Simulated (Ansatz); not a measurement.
## H₄OSeSn, SMILES [OH][SnH2][SeH]: a relaxed scan of one distance, step by step

Program: Ansatz's Python interface.

Typed at the interpreter:
```pycon
>>> import ansatz as az
>>> import numpy as np
>>> BASIS = "def2-SVP"
>>> XC = "B3LYP"
>>> GEOMETRY = """
... O    -1.34060   -0.88750   -0.61460
... Sn   -0.04680    0.48760   -0.04790
... Se    2.24850   -0.55570   -0.14920
... H    -2.18040   -0.35590   -0.56040
... H    -0.09860    1.87110   -1.13030
... H    -0.39300    1.01180    1.59080
... H     1.87210   -1.63930    0.86590
... """
>>> geometry = az.Crystal.molecule()
>>> for line in GEOMETRY.strip().splitlines():
...     symbol, *xyz = line.split()
...     geometry = geometry.atom(symbol, [float(v) for v in xyz])
...
>>> model = geometry.calculation().basis(gaussian=BASIS).functional(XC)
>>> symbols = [site.symbol for site in geometry.cartesian_sites]
>>> pairs = [(0, 1), (0, 3), (1, 2), (1, 4), (1, 5), (2, 6)]
>>> print("held (A)   E (eV)        ", "  ".join(f"{symbols[i]}{i}-{symbols[j]}{j}" for i, j in pairs))
held (A)   E (eV)         O0-Sn1  O0-H3  Sn1-Se2  Sn1-H4  Sn1-H5  Se2-H6
>>> for length in [0.92, 1.0, 1.08, 1.19, 1.34]:
...     report = model.relax(constraints=[az.DistanceConstraint((0, 3), at=length)], force_tolerance=0.02, max_steps=60).run(threads=1, backend="cpu").report
...     xyz = np.array(report["positions_ang"])
...     print(f"{length:6.2f} {report['free_energy_ev']:14.5f}  ", "  ".join(f"{np.linalg.norm(xyz[i] - xyz[j]):.3f}" for i, j in pairs))
...
DeckWarning: relax.constraints: the input's atoms, or those drawn, lie off the distances that are held; a relaxation that starts there is brought onto them ahead of its first SCF, by positions alone, an atom by 3.77e-2 Å at the most. With the symmetry [...]
  0.92   -73287.04269   1.998  0.920  2.571  1.711  1.722  1.477
  1.00   -73287.08226   2.002  1.000  2.571  1.711  1.722  1.478
  1.08   -73286.85775   2.005  1.080  2.572  1.712  1.722  1.477
  1.19   -73286.26872   2.013  1.190  2.554  1.721  1.725  1.477
  1.34   -73285.40634   2.017  1.340  2.554  1.722  1.724  1.477
```

Reading the output:
- Total energies depend on the basis set; only differences at equal settings carry meaning.
- Warnings are shown shortened and without file and line.
- The energies are electronic: no zero-point or thermal terms, and the basis set is short of its limit.
- def2 sets replace the cores of elements past krypton by effective core potentials.
- b3lyp holds the VWN-RPA fit, as in Gaussian; the form of ORCA and Turbomole is b3lyp5.
- Wall time of the script: 6.2 min on 1 thread of Arm Neoverse V2, on a shared host, peak memory 0.29 GiB.
